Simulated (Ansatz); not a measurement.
# Sb: stress in a strained cell

Sb is deformed so: equal xy, yz and zx engineering shear strains of -2 %. What stress and forces result, by LAPW, PAW and all-electron datasets made for the crystal?

Method: DFT PBEsol, scalar-relativistic, in Ansatz 0.2.0.

## 1. The system as given

It takes space group Fm-3m (No. 225, cubic). Conventional cell: a = 4.610 Å, b = 4.610 Å, c = 4.610 Å, α = 90.00°, β = 90.00°, γ = 90.00°. Sb (site symmetry m-3m) is surrounded by 12 Sb at 3.26 Å.

Coordinates:

```
Sb
1.0
     0.00000    2.30500    2.30500
     2.30500    0.00000    2.30500
     2.30500    2.30500    0.00000
Sb
1
Direct
  0.00000 0.00000 0.00000
```

## 2. After the deformation

Space group Fm-3m before, R-3m after.

## 3. All-electron LAPW

The input, input.yaml:

```yaml
crystal:
  lattice:
    - [-0.0461, 2.28195, 2.28195]
    - [2.28195, -0.0461, 2.28195]
    - [2.28195, 2.28195, -0.0461]
  atoms:
    - { symbol: Sb, position: [0.0, 0.0, 0.0] }
kpoints:
  mp_grid: { grid: [14, 14, 14] }
  band_path:
    path:
      - [0.0, 0.0, 0.0]
      - [0.5, 0.5, 0.5]
      - [0.2551801333, 0.5, 0.7448198667]
      - [-0.2551801333, 0.2551801333, 0.5]
      - [0.0, 0.0, 0.5]
      - [0.0, 0.0, 0.0]
      - [-0.3775900666, 0.0, 0.3775900666]
      - [0.0, 0.3775900666, 0.6224099334]
      - [0.0, 0.5, 0.5]
    npoints: 5
scf:
  occupations: { method: fermi_dirac, width: 0.03 }
hamiltonian:
  xc: pbesol
  pseudopotentials: { kind: all_electron, lapw: { basis_error: 0.00025 } }
output:
  forces: true
  stress: true
  eigenvalues: true
```

The run is started by

```sh
> ansatz run input.yaml --threads 1 --pin off --max-ram 3072MiB --backend cpu --events-out ev --progress --plain --runs-dir out
```

## 4. Frozen-core PAW

The input, input.yaml:

```yaml
crystal:
  lattice:
    - [-0.0461, 2.28195, 2.28195]
    - [2.28195, -0.0461, 2.28195]
    - [2.28195, 2.28195, -0.0461]
  atoms:
    - { symbol: Sb, position: [0.0, 0.0, 0.0] }
kpoints:
  mp_grid: { grid: [14, 14, 14] }
scf:
  occupations: { method: fermi_dirac, width: 0.03 }
hamiltonian:
  xc: pbesol
  pseudopotentials: { kind: paw }
output:
  forces: true
  stress: true
  eigenvalues: true
  efg: { contact_densities: true }
```

## 5. All-electron PAW on datasets made for the crystal

Changes to input.yaml since step 4:

```diff
@@ -13,3 +13,3 @@
   xc: pbesol
-  pseudopotentials: { kind: paw }
+  pseudopotentials: { kind: all_electron, datasets: crystal }
 output:
```

(Steps that only read results are left out.)

What does the calculation give? Wanted: pressure; largest shear or deviatoric stress.

**Answer**, as computed:

```
                                 quantity                                           value
                                 pressure  LAPW 5.19, PAW 5.17, crystal datasets 5.19 GPa
largest shear or deviatoric stress (LAPW)                                        0.26 GPa
```

The largest part of the stress beyond the pressure is 0.26 GPa in size. No run of the undeformed cell stands beside it, so the pressure holds what the given cell had before the change. PAW: stress within 0.01 GPa of LAPW. Crystal datasets: stress within 0.01 GPa of LAPW. Spin-orbit coupling is left out, though the cell holds Sb; in elements this heavy it can shift bands and gaps by tenths of an eV.
